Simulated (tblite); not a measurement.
# C2H11NOSi2: the cost of one run

Programs: tblite 0.8.0 and PySCF 2.14.0, with density-fitted response routines of our own. Each step states its level of theory. These are calculated values for one molecule, in the gas phase or a continuum, unless marked as measured. Atoms count from 0, in the outputs and in this text.

### Step 1. Starting geometry

17 atoms, charge 0, multiplicity 1; geometry from: force field or distance geometry start.

Bonds of the start (Å): C0–N1 1.48, N1–Si2 1.77, Si2–C3 1.85, C3–Si4 1.85, Si4–O5 1.69, C0–H6 1.10, C0–H7 1.12, C0–H8 1.12, N1–H9 1.03, Si2–H10 1.48, Si2–H11 1.47, C3–H12 1.13, C3–H13 1.12, Si4–H14 1.48, Si4–H15 1.48, O5–H16 0.98.

### Step 2. Relaxing the molecule with GFN2-xTB

Job settings and geometry (Å):

```
{"job": {"kind": "relax", "xc": "GFN2-xTB", "basis": "xTB"}, "charge": 0, "multiplicity": 1}
C      2.455700     0.083500     0.689300
N      1.342600     0.752300    -0.018500
Si     0.510600    -0.521400    -0.922500
C     -1.207700    -0.874900    -0.327300
Si    -2.273200     0.609400    -0.064600
O     -2.390800     1.130900     1.539500
H      3.111400     0.800400     1.202900
H      1.992900    -0.627400     1.413600
H      2.980800    -0.520000    -0.089200
H      1.794200     1.469400    -0.601600
H      0.505700    -0.156400    -2.359800
H      1.256100    -1.789200    -0.811900
H     -1.112300    -1.461800     0.637400
H     -1.693000    -1.533400    -1.090500
H     -1.888400     1.741400    -0.931400
H     -3.644000     0.187000    -0.438300
H     -1.747600     0.722200     2.162900
```

On the command line:

```console
$ OMP_NUM_THREADS=1 python probes_run.py task.json out
```

One launch serves the whole session: the jobs run in the order shown.

**Question.** How long does this first job take on 1 thread of Intel Xeon at 2.50GHz, shared host, and how much memory does it need?

About 3.9 s, with a peak of 0.18 GiB.
